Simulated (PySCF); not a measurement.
**CaH: from the state search to spectroscopic constants**

The task here is to estimate one member of a computed series from the others.

Computed with PySCF 2.14.0. Level: Ca pcseg-2, H pcseg-2, no relativity.

Set-up of the first run:

A driver script around PySCF takes these settings:

| Property | Result |
| --- | --- |
| atoms | Ca, H |
| charge | 0 |
| basis | Ca pcseg-2, H pcseg-2 |
| Hamiltonian | no relativity |
| basis functions | 47 |
| electrons treated | 21 |
| masses in u | 39.9626, 1.0078 |
| levels | PBE0, PBE, r²SCAN, BHandHLYP, M06, B97-3, CAM-B3LYP, HF, MP2, SCS-MP2, CCSD, CCSD(T) |
| grid | 80 radial by 434 angular points |
| occupations | held fixed by the projection of orbital angular momentum |
| dissociation limit | Ca + H, each in its ground configuration |
| starting distance in angstrom | 1.910 |
| values of 2S to try | 1, 3 |

Run with:

```console
$ OMP_NUM_THREADS=1 python dia.py task.json out
```

Among the steps run: The job; PBE0 along the bond; Other states along the same grid; PBE (GGA); r²SCAN; BHandHLYP; M06; B97-3; CAM-B3LYP; UHF; Correlated methods on the Hartree–Fock reference.

One of the session's tables, all rows but one given; the rest of the session is left out.

It belongs to the step «The curves together». Energy (eV) from each level's lowest point:

| R (Å) | UHF | UHF-MP2 | UHF-SCS-MP2 | UHF-CCSD | UHF-CCSD(T) |
| --- | --- | --- | --- | --- | --- |
| 1.703 | 0.529 | 0.421 | 0.432 | n/a | n/a |
| 1.782 | 0.289 | 0.213 | 0.221 | 0.230 | 0.227 |
| 1.861 | 0.131 | 0.083 | 0.088 | 0.095 | 0.093 |
| 1.921 | ? | ? | ? | ? | ? |
| 1.980 | 0.015 | 0.001 | 0.003 | 0.005 | 0.005 |
| 2.039 | 0.000 | 0.000 | 0.000 | 0.000 | 0.000 |
| 2.119 | 0.014 | 0.030 | 0.028 | 0.024 | 0.024 |
| 2.218 | 0.074 | 0.107 | 0.104 | 0.093 | 0.093 |
| 2.336 | 0.191 | 0.241 | 0.236 | 0.216 | 0.215 |
| 2.495 | 0.395 | 0.462 | 0.457 | n/a | n/a |

Q: Estimate the row for R (Å) = 1.921 from the others.

Worked estimate for «UHF». A straight line through the neighbours (1.861, 0.131) and (1.980, 0.015) gives 0.131 + (0.015 − 0.131) × (1.921 − 1.861) / (1.980 − 1.861) = 0.073; a parabola fitted to 4 rows on both sides gives 0.056.

**Answer.** UHF: 0.057; UHF-MP2: 0.028; UHF-SCS-MP2: 0.031; UHF-CCSD: 0.035; UHF-CCSD(T): 0.035. In «UHF» the line misses by +0.016 and the parabola by -0.001.
